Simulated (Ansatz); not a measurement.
**F2H4O2Si2: how energies converge with the basis set**

The task here is to estimate one member of a computed series from the others.

Method: one geometry, several basis sets; program: Ansatz 0.2.0, Gaussian basis.

Plan: PBE0-D4/def2-SVP; ωB97M-V/def2-SVP; PBE0-D4/def2-QZVPP; ωB97M-V/def2-QZVPP; the functionals' def2-TZVPP values are taken from earlier runs.

## The relaxed structure

The geometry comes from an earlier relaxation with PBE0-D4 in a triple-zeta def2 set; it is a stationary point, not always the lowest conformer.

SMILES `O[Si](O)(F)[SiH2]F`, 10 atoms, charge 0, spin multiplicity 1.

Atoms are counted from 1 here; the program's logs count them from 0.

Bond lengths: O1–Si2 1.634 Å, O1–H7 0.959 Å, Si2–O3 1.624 Å, Si2–F4 1.600 Å, Si2–Si5 2.342 Å, O3–H8 0.960 Å, Si5–F6 1.609 Å, Si5–H9 1.485 Å, Si5–H10 1.485 Å. Angles: Si2–O1–H7 118.5°, O1–Si2–O3 108.2°, O1–Si2–F4 107.3°, O1–Si2–Si5 114.8°, O3–Si2–F4 111.3°, O3–Si2–Si5 106.6°, F4–Si2–Si5 108.7°, Si2–O3–H8 119.3°, Si2–Si5–F6 108.0°, Si2–Si5–H9 112.2°, Si2–Si5–H10 111.1°, F6–Si5–H9 108.0°, F6–Si5–H10 107.8°, H9–Si5–H10 109.5°.

Set-up of the first run:

Input file in.yaml:

```yaml
crystal:
  periodic: [false, false, false]
  atoms:
    - {symbol: O, position_ang: [1.002998, -1.674180, -0.099102]}
    - {symbol: Si, position_ang: [0.288242, -0.368287, 0.573579]}
    - {symbol: O, position_ang: [-0.970899, -0.879281, 1.462050]}
    - {symbol: F, position_ang: [1.384763, 0.357303, 1.484632]}
    - {symbol: Si, position_ang: [-0.562060, 1.185323, -0.958300]}
    - {symbol: F, position_ang: [0.637749, 1.628756, -1.933759]}
    - {symbol: H, position_ang: [1.907464, -1.593577, -0.406491]}
    - {symbol: H, position_ang: [-0.890002, -1.691529, 1.966502]}
    - {symbol: H, position_ang: [-1.086191, 2.403406, -0.290942]}
    - {symbol: H, position_ang: [-1.628964, 0.580966, -1.795270]}
basis:
  gaussian: {orbitals: def2-SVP}
hamiltonian: {xc: pbe0, dispersion: d4}
output: {orbitals: {seedname: orbitals}}
```

On the command line:

```
$ ansatz run in.yaml --threads 4 --pin off --events-out ev --progress --plain --max-ram 10444MiB
```

Steps of the session up to this table: PBE0-D4 in def2-SVP; ωB97M-V in def2-SVP; PBE0-D4 in def2-QZVPP; ωB97M-V in def2-QZVPP.

One table of the session follows, with a row left open; its other results are not shown here.

```
functional       basis  HOMO (eV)
   PBE0-D4    def2-SVP      -8.29
   PBE0-D4  def2-TZVPP          ?
   PBE0-D4  def2-QZVPP      -8.50
   ωB97M-V    def2-SVP     -10.36
   ωB97M-V  def2-TZVPP     -10.56
   ωB97M-V  def2-QZVPP     -10.61
```

**Question.** Estimate the row for PBE0-D4, def2-TZVPP.

The run gave: HOMO (eV): -8.46. In the column «HOMO (eV)» it lies between PBE0-D4, def2-QZVPP (-8.50) and PBE0-D4, def2-SVP (-8.29).
